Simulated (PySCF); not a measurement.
**Zn₂Te: structure of the triplet**

Aim: relax Zn₂Te as a triplet from a B3LYP minimum start, check by its vibrations whether the end is a minimum, and collect its spectrum and constants.

Computed with PySCF 2.14.0. Level: B3LYP, basis Te def2-SVP with ECP28, Zn def2-SVP, scalar-relativistic core potentials, no spin–orbit coupling, density fitting.

## 1. Where the work starts

3 atoms, charge 0, spin multiplicity 3.

Bond lengths: Te1–Zn2 2.630 Å, Te1–Zn3 2.630 Å. Angles: Zn2–Te1–Zn3 88.2°.

Coordinates in bohr (charge 0 multiplicity 3):
```
Te    0.0000    0.0000   -1.7597
Zn    3.4601    0.0000    1.8080
Zn   -3.4601    0.0000    1.8080
```

## 2. The SCF at the typed geometry

The steps below are one call of a driver around PySCF. For each, scf.py gives the equivalent set-up of the SCF; relaxations use the driver's own optimiser. After this first run the driver tries any further starts and a stability analysis.

Input file scf.py:

```python
from pyscf import gto, scf, dft
mol = gto.M(atom='''
Te     0.000000     0.000000    -0.931167
Zn     1.830989    -0.000000     0.956751
Zn    -1.830989     0.000000     0.956751''',
    basis={'Te': 'def2-SVP', 'Zn': 'def2-SVP'},
    ecp={'Te': 'def2-SVP'},
    charge=0, spin=2)
mf = dft.UKS(mol, xc='B3LYP')
mf.grids.atom_grid = (50, 194)
aux = {'Te': 'def2-universal-JKFIT', 'Zn': 'def2-universal-JKFIT'}
mf = mf.density_fit(auxbasis=aux)
mf.conv_tol = 1e-08
mf.diis_space = 10
mf.max_cycle = 60
mf.init_guess = 'minao'
mf.verbose = 4
mf.kernel()
```

Run with:

```console
$ OMP_NUM_THREADS=2 python axn.py task.json out
```

After this run come: Relaxation: B3LYP minimum start, triplet; Is it a minimum? Harmonic modes.

Q: Predict the outcome of this session. Wanted: minimum; geometry; wavenumbers; dipole moment; highest occupied, lowest empty level; polar-tensor charge of Te1; zero-point energy; atomisation energy; ⟨S²⟩.

As calculated:

| quantity | value |
| --- | --- |
| minimum | triplet, C2v |
| geometry | Te–Zn 2.630 Å (×2); Zn–Te–Zn 88.2° |
| wavenumbers (cm⁻¹) | 39 (a1), 167 (b2), 170 (a1) |
| dipole moment | 2.26 D |
| highest occupied, lowest empty level (either spin) | -5.07, -3.30 eV |
| polar-tensor charge of Te1 | -0.45 e |
| zero-point energy | 2.2 kJ/mol |
| entropy at 298.15 K | 347.6 J/(mol K) |
| atomisation energy (no zero-point energy) | 136 kJ/mol |
| ⟨S²⟩ | 2.008 |

**Reading.** The B3LYP minimum start keeps its C2v symmetry and ends in a minimum. In the infrared the band at 167 cm⁻¹ (b2, stretch) leads. Only this shape and spin were tried, so other structures or states may lie lower. One determinant may miss the lowest occupation of an open d or f shell. With an element this heavy the missing spin–orbit coupling can shift these numbers.
